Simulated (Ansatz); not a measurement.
The system is BiTe.

```
Bi Te
1.0
     2.42271    1.39875    3.31729
    -2.42271    1.39875    3.31729
     0.00000   -2.79750    3.31729
Bi Te
1 1
Direct
  0.50000 0.50000 0.50000
  0.00000 0.00000 0.00000
```

The cell comes from a database or a generator and needn't be the stable form of this composition.

| Quantity | Value |
| --- | --- |
| Program | Ansatz 0.2.0 |
| Task | relaxation of cell and atoms |
| Functional | PBE0 |
| Potentials or basis | Ansatz PAW |
| Cutoff | 420 eV (not typed: the program's choice for these potentials) |
| k mesh | 4 × 4 × 4 |
| Occupations | fermi-dirac, width 0.05 eV |
| Spin | no spin polarisation |

At the start: volume 33.72 Å³/atom.

**Question.** Where does the relaxation end?

**Answer.** It ends after 5 steps and the volume is 32.53 Å³/atom (-3.6 %); space group R-3m (No. 166, to 0.05 Å).

Step by step:
```csv
step,energy change (eV),largest force (eV/Å),volume (Å³)
1,0.0000,0.0000,67.45
2,-0.0099,0.0000,63.81
3,-0.0147,0.0000,65.15
4,-0.0147,0.0000,65.05
5,-0.0142,0.0000,65.05
```

Final structure:
```yaml
crystal:
  lattice:
    - [2.39650, 1.38362, 3.26986]
    - [-2.39650, 1.38362, 3.26986]
    - [0.00000, -2.76724, 3.26986]
  atoms:
    - { symbol: Bi, position: [0.50000, 0.50000, 0.50000] }
    - { symbol: Te, position: [0.00000, 0.00000, 0.00000] }
```

Caveat: the k mesh is coarse (spacing up to 0.41 Å⁻¹), so the values aren't converged, least of all with exact exchange; the plane-wave basis is chosen anew once the cell has moved, so the energies of steps on either side of that aren't comparable; the PAW data sets come from PBE, with cores solved anew for the run's functional, which leaves a small shift of forces and pressure.
